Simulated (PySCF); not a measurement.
# RuSCl₂: structure of the triplet

The task is one start of a wider search on RuSCl₂: the triplet, from a PBE0 minimum start. It is relaxed, tested by its Hessian and followed downhill if it is a saddle.

The runs use PySCF 2.14.0; PBE0, basis Ru def2-SVP with ECP28, S def2-SVP, Cl def2-SVP, scalar-relativistic core potentials, no spin–orbit coupling, density fitting.

### 1 Starting geometry

4 atoms, charge 0, spin multiplicity 3.

Bond lengths: Ru1–S2 2.033 Å, Ru1–Cl3 2.201 Å, Ru1–Cl4 2.201 Å. Angles: S2–Ru1–Cl3 114.1°, S2–Ru1–Cl4 114.1°, Cl3–Ru1–Cl4 131.8°.

Coordinates in bohr (charge 0 multiplicity 3):
```
Ru    0.0098    0.0169    0.0000
S    -1.9109   -3.3098    0.0000
Cl    4.1474   -0.4100    0.0000
Cl   -2.4288    3.3867    0.0000
```

### 2 First SCF at the start

One driver script runs all steps and calls PySCF; scf.py shows how it sets up the SCF of each step. The optimiser is the driver's own. After this first run the driver tries any further starts and a stability analysis.

scf.py

```python
from pyscf import gto, scf, dft
mol = gto.M(atom='''
Ru     0.005162     0.008940    -0.000000
S     -1.011203    -1.751468     0.000000
Cl     2.194710    -0.216958     0.000000
Cl    -1.285257     1.792188    -0.000000''',
    basis={'Ru': 'def2-SVP', 'S': 'def2-SVP', 'Cl': 'def2-SVP'},
    ecp={'Ru': 'def2-SVP'},
    charge=0, spin=2)
mf = dft.UKS(mol, xc='PBE0')
mf.grids.atom_grid = (50, 194)
aux = {'Ru': 'def2-universal-JKFIT', 'S': 'def2-universal-JKFIT', 'Cl': 'def2-universal-JKFIT'}
mf = mf.density_fit(auxbasis=aux)
mf.conv_tol = 1e-08
mf.diis_space = 10
mf.max_cycle = 60
mf.init_guess = 'minao'
mf.verbose = 4
mf.kernel()
```

Launch:

```
$ OMP_NUM_THREADS=2 python axn.py task.json out
```

The runs that follow: PBE0 minimum start, triplet: relaxation; Is it a minimum? Harmonic modes.

**Question.** What will these runs give? Wanted: minimum; geometry; wavenumbers; dipole moment; highest occupied, lowest empty level; polar-tensor charge of Ru1; zero-point energy; atomisation energy; ⟨S²⟩.

As calculated:

| quantity | value |
| --- | --- |
| minimum | triplet, C2v |
| geometry | Ru–Cl 2.201 Å (×2), Ru–S 2.033 Å; Cl–Ru–Cl 131.8°, Cl–Ru–S 114.1° (×2) |
| wavenumbers (cm⁻¹) | 78 (b1), 106 (a1), 129 (b2), 378 (a1), 443 (b2), 582 (a1) |
| dipole moment | 0.69 D |
| highest occupied, lowest empty level (either spin) | -7.49, -4.60 eV |
| polar-tensor charge of Ru1 | +1.03 e |
| zero-point energy | 10.3 kJ/mol |
| entropy at 298.15 K | 350.5 J/(mol K) |
| atomisation energy (no zero-point energy) | 1018 kJ/mol |
| ⟨S²⟩ | 2.029 |

The PBE0 minimum start keeps its C2v symmetry and ends in a minimum. The strongest infrared band lies at 443 cm⁻¹ (b2, stretch). Most of the spin sits on Ru1 (Mulliken spin 1.57, against 2 for the whole molecule). Other starts or spin states, not run here, may lie lower. One determinant may miss the lowest occupation of an open d or f shell.
